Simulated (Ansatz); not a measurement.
# C: the cost of one run

Program: Ansatz 0.2.0. Level of theory: DFT LDA, scalar-relativistic, plane waves, PAW. These are calculated values, not measurements.

1 further run of the same task is left out (set aside as unsound or not needed). Runs told in other sessions of the task aren't counted.

## 1. The structure to begin with

It takes space group Im-3m (No. 229, cubic). Conventional cell: a = 4.821 Å, b = 4.821 Å, c = 4.821 Å, α = 90.00°, β = 90.00°, γ = 90.00°. Around C (site symmetry 3m) lie 4 C at 1.46 to 1.57 Å.

As a file:

```
CELL_PARAMETERS angstrom
-2.41040 2.41040 2.41040
2.41040 -2.41040 2.41040
2.41040 2.41040 -2.41040
ATOMIC_POSITIONS crystal
C 0.32547 0.00000 0.00000
C 0.67453 0.67453 0.67453
C 0.00000 0.32547 0.00000
C 0.00000 0.00000 0.32547
C 0.00000 0.67453 0.00000
C 0.32547 0.32547 0.32547
C 0.67453 0.00000 0.00000
C 0.00000 0.00000 0.67453
```

It goes back to an entry of the Materials Project, which need not be the stable form.

It is the result of an earlier relaxation at this level (volume 7.00 Å³/atom; gap on the mesh: 3.04 eV).

## 2. The reference cell

The reference gives a free energy of -1938.2294 eV, pressure 0.00 GPa, largest force 0.001 eV/Å and gap on the mesh 3.04 eV. It was computed beforehand with the settings of the runs below.

## 3. Next: a strain scan

The cell is strained by ε times the Voigt pattern (0, 0, 0, 1, 0, 0) (xx, yy, zz, yz, xz, xy; engineering shear), with fractional coordinates fixed (clamped ions). The stress on the pattern is the sum of the stress components weighted by it, tension positive.

## 4. At ε = -0.0400

The input, input.yaml:

```yaml
crystal:
  lattice:
    - [-2.410398307, 2.3621903409, 2.3621903409]
    - [2.410398307, -2.4586062731, 2.4586062731]
    - [2.410398307, 2.4586062731, -2.4586062731]
  atoms:
    - { symbol: C, position: [0.325471087, 0.0, 0.0] }
    - { symbol: C, position: [0.674528913, 0.674528913, 0.674528913] }
    - { symbol: C, position: [0.0, 0.325471087, 0.0] }
    - { symbol: C, position: [0.0, 0.0, 0.325471087] }
    - { symbol: C, position: [0.0, 0.674528913, 0.0] }
    - { symbol: C, position: [0.325471087, 0.325471087, 0.325471087] }
    - { symbol: C, position: [0.674528913, 0.0, 0.0] }
    - { symbol: C, position: [0.0, 0.0, 0.674528913] }
basis:
  ecutwfc: 420
kpoints:
  mp_grid: { grid: [8, 8, 8] }
hamiltonian:
  xc: lda
scf:
  occupations: { method: gaussian, width: 0.05 }
output:
  forces: true
  stress: true
  eigenvalues: true
```

Run with:

```bash
> ansatz run input.yaml --threads 2 --pin off --max-ram 5120MiB --backend cpu --events-out ev --progress --plain --runs-dir out
```

Q: Estimate wall time and peak memory on 2 threads of Arm Neoverse V1, shared host.

About 3.7 s, with a peak of 0.34 GiB.
